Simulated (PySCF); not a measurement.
The system is SAlClBrH, in a box.

```
S Al Cl Br H
1.0
    12.00000    0.00000    0.00000
     0.00000   13.00000    0.00000
     0.00000    0.00000   12.00000
S Al Cl Br H
1 1 1 1 1
Direct
  0.48789 0.62073 0.53719
  0.49831 0.45611 0.51605
  0.60545 0.37357 0.61850
  0.39672 0.37438 0.38716
  0.41222 0.62966 0.45503
```

Base run:

| Item | Value |
| --- | --- |
| Program | PySCF 2.14.0 |
| Functional | HSE06 |
| Dispersion | D4 |
| Potentials or basis | 6-31g* (all-electron) |
| k mesh | 1 × 1 × 1 |
| Occupations | fixed |
| Spin | no spin polarisation |

Its results: gap between the frontier levels 6.21 eV.

Question: After a change of settings the same cell gave: gap between the frontier levels 7.44 eV. Which change was it?
A. functional from HSE06 to PBE; dispersion from D4 to none
B. functional from HSE06 to r2SCAN
C. functional from HSE06 to r2SCAN0; dispersion from D4 to D3(BJ)
D. functional from HSE06 to HCTH407; dispersion from D4 to none

Answer: C.

Caveats: this is a molecule in a periodic box at the Γ point, so its band gap is the HOMO-LUMO gap; relativity is left out, which matters for the heavier elements; the basis of atomic orbitals isn't converged, which shifts pressures, moduli and gaps; this program's HSE differs a little from the usual definition (some runs).
